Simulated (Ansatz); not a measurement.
# AgMoSe2: the cost of one run

Method: DFT LDA+U (U = 4 eV, J = 0.5 eV on Mo d), plane waves, PAW, in Ansatz 0.2.0.

## 1. The starting structure

Symmetry: R-3m, No. 166, trigonal system. The conventional cell has a = 3.948 Å, b = 3.948 Å, c = 21.501 Å, α = 90.00°, β = 90.00°, γ = 120.00°. Ag (site symmetry -3m) has 6 Se at 3.13 Å in its first shell of neighbours. Mo (site symmetry -3m) is surrounded by 6 Se at 2.69 Å. Se (site symmetry 3m) is surrounded by 3 Mo at 2.69 Å and 3 Ag at 3.13 Å.

As a file:

```cif
data_structure
_symmetry_space_group_name_H-M 'R-3m:H'
_symmetry_Int_Tables_number 166
_cell_length_a 3.9484
_cell_length_b 3.9484
_cell_length_c 21.5012
_cell_angle_alpha 90.000
_cell_angle_beta 90.000
_cell_angle_gamma 120.000
_cell_volume 290.29
loop_
_atom_site_label
_atom_site_type_symbol
_atom_site_symmetry_multiplicity
_atom_site_Wyckoff_symbol
_atom_site_fract_x
_atom_site_fract_y
_atom_site_fract_z
_atom_site_occupancy
Ag1 Ag 3 b 0.66667 0.33333 0.83333 1
Mo1 Mo 3 a 0.00000 0.00000 0.00000 1
Se1 Se 6 c 0.33333 0.66667 0.93337 1
```

## 2. Ferromagnetic start, free, symmetry kept, no search

Contents of input.yaml:

```yaml
crystal:
  lattice:
    - [1.97419532, 1.1398022, 7.16708237]
    - [-1.97419532, 1.1398022, 7.16708237]
    - [0.0, -2.2796044, 7.16708237]
  atoms:
    - { symbol: Ag, position: [0.5, 0.5, 0.5] }
    - { symbol: Mo, position: [0.0, 0.0, 0.0], spin: 3.0 }
    - { symbol: Se, position: [0.2667, 0.2667, 0.2667] }
    - { symbol: Se, position: [0.7333, 0.7333, 0.7333] }
basis:
  ecutwfc: 420
  ecutrho_ratio: 4
kpoints:
  mp_grid: { grid: [6, 6, 6] }
hamiltonian:
  xc: lda
  hubbard: { sites: [{ site: 1, l: d, u: 4.0, j: 0.5 }] }
scf:
  occupations: { method: gaussian, width: 0.05 }
  lower_state_search: "off"
  max_iter: 150
output:
  forces: true
  stress: true
  eigenvalues: true
  populations: true
  hubbard: { sites: [{ site: 1, l: d }] }
magnetization:
  spin_polarized: true
```

Run with:

```
$ ansatz run input.yaml --threads 2 --pin off --max-ram 3072MiB --backend cpu --events-out ev --progress --plain --runs-dir out
```

**Question.** How long does this run take on 2 threads of AMD EPYC 9R45 (Zen 5), shared host, and how much memory does it need?

About 3.2 s, with a peak of 0.65 GiB.
